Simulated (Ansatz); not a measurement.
# C3H9NSSi: the cost of one run

All numbers below are computed with Ansatz 0.2.0 (RKS PBE-D4/cc-pVDZ).

### Step 1. The system as given

Bond lengths (14 of 15 bonds, heavy atoms first): C1–C2 1.496 Å, C2–S3 1.814 Å, C2–C4 1.574 Å, C4–Si5 1.898 Å, C2–N6 1.490 Å, Si5–N6 1.725 Å, C1–H7 1.135 Å, C1–H8 1.108 Å, C1–H9 1.068 Å, S3–H10 1.333 Å, C4–H11 1.156 Å, C4–H12 1.041 Å, Si5–H13 1.453 Å, Si5–H14 1.502 Å. Angles (14 of 28 angles, heavy atoms first): C1–C2–S3 108.7°, C1–C2–C4 119.2°, C1–C2–N6 116.0°, S3–C2–C4 108.0°, S3–C2–N6 109.0°, C4–C2–N6 95.0°, C2–C4–Si5 86.2°, C4–Si5–N6 77.0°, C2–N6–Si5 95.5°, C2–C1–H7 110.4°, C2–C1–H8 109.9°, C2–C1–H9 116.8°, C2–S3–H10 98.6°, C2–C4–H11 110.5°.

Coordinates:

```xyz
15

C    -0.9204   -0.0267    1.4545
C     0.2483    0.0570    0.5243
S     1.7573    0.2932    1.5036
C     0.5058   -1.1176   -0.4907
Si   -0.1908    0.0451   -1.8198
N     0.1762    1.1182   -0.5198
H    -1.0399    0.9443    2.0291
H    -1.8618   -0.0955    0.8734
H    -0.8978   -0.8022    2.1891
H     2.5435    0.7806    0.5440
H    -0.2091   -2.0014   -0.2781
H     1.4748   -1.4576   -0.6616
H     0.6469    0.3550   -2.9662
H    -1.6839    0.0951   -1.9792
H    -0.5709    1.7619   -0.3733
```

### Step 2. Relaxing end A

The input, input.yaml:

```yaml
crystal:
  periodic: [false, false, false]
  atoms:
    - { symbol: C, position_ang: [-0.9204, -0.0267, 1.4545] }
    - { symbol: C, position_ang: [0.2483, 0.057, 0.5243] }
    - { symbol: S, position_ang: [1.7573, 0.2932, 1.5036] }
    - { symbol: C, position_ang: [0.5058, -1.1176, -0.4907] }
    - { symbol: Si, position_ang: [-0.1908, 0.0451, -1.8198] }
    - { symbol: "N", position_ang: [0.1762, 1.1182, -0.5198] }
    - { symbol: H, position_ang: [-1.0399, 0.9443, 2.0291] }
    - { symbol: H, position_ang: [-1.8618, -0.0955, 0.8734] }
    - { symbol: H, position_ang: [-0.8978, -0.8022, 2.1891] }
    - { symbol: H, position_ang: [2.5435, 0.7806, 0.544] }
    - { symbol: H, position_ang: [-0.2091, -2.0014, -0.2781] }
    - { symbol: H, position_ang: [1.4748, -1.4576, -0.6616] }
    - { symbol: H, position_ang: [0.6469, 0.355, -2.9662] }
    - { symbol: H, position_ang: [-1.6839, 0.0951, -1.9792] }
    - { symbol: H, position_ang: [-0.5709, 1.7619, -0.3733] }
basis:
  gaussian: { orbitals: cc-pVDZ }
hamiltonian:
  xc: pbe
  dispersion: d4
relax:
  f_tol: 0.015
  max_steps: 40
output:
  orbitals: {}
```

Run with:

```
$ ansatz run input.yaml --threads 2 --pin off --max-ram 3072MiB --backend cpu --events-out ev --progress --plain --runs-dir out
```

What time and memory should one allow on 2 threads of Arm Neoverse V1, shared host?

About 44 s, with a peak of 0.2 GiB.
